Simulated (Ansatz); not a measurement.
# WC: the cost of one run

Computed with Ansatz 0.2.0 (DFT LDA, frozen-core PAW and all-electron LAPW, scalar-relativistic unless said, unless a step's input says otherwise).

**1. Starting point**

The structure is hexagonal, space group P-6m2 (No. 187). Conventional cell: a = 2.907 Å, b = 2.907 Å, c = 2.837 Å, α = 90.00°, β = 90.00°, γ = 120.00°. Around W (site symmetry -6m2) lie 6 C at 2.20 Å. Around C (site symmetry -6m2) lie 6 W at 2.20 Å.

Coordinates:

```cif
data_structure
_symmetry_space_group_name_H-M 'P 1'
_symmetry_Int_Tables_number 1
_cell_length_a 2.9065
_cell_length_b 2.9065
_cell_length_c 2.8366
_cell_angle_alpha 90.000
_cell_angle_beta 90.000
_cell_angle_gamma 120.000
_cell_volume 20.75
loop_
_atom_site_label
_atom_site_type_symbol
_atom_site_fract_x
_atom_site_fract_y
_atom_site_fract_z
_atom_site_occupancy
W1 W 0.00000 0.00000 0.00000 1
C1 C 0.66667 0.33333 0.50000 1
```

Cartesian axes are those of the input's lattice vectors. The structure goes back to a database entry.

**2. Cell and atoms relaxed, PAW**

input.yaml reads:

```yaml
crystal:
  lattice:
    - [2.9065, 0.0, 0.0]
    - [-1.45325, 2.5171028361, 0.0]
    - [0.0, 0.0, 2.8366]
  atoms:
    - { symbol: W, position: [0.0, 0.0, 0.0] }
    - { symbol: C, position: [0.666666666667, 0.333333333333, 0.5] }
kpoints:
  mp_grid: { grid: [16, 16, 14] }
scf:
  occupations: { method: fermi_dirac, width: 0.05 }
hamiltonian:
  xc: lda
  pseudopotentials: { kind: paw }
relax:
  f_tol: 0.002
  max_steps: 80
  cell: {}
output:
  forces: true
  stress: true
  write_density: true
  write_potential: true
  elf: true
  volumetric_format: npy
```

On the command line:

```sh
ansatz run input.yaml --threads 1 --pin off --max-ram 2560MiB --backend cpu --events-out ev --progress --plain --runs-dir out
```

**Question.** How long does this run take on 1 thread of Arm Neoverse V2, shared host, and how much memory does it need?

About 39 s, with a peak of 0.37 GiB.
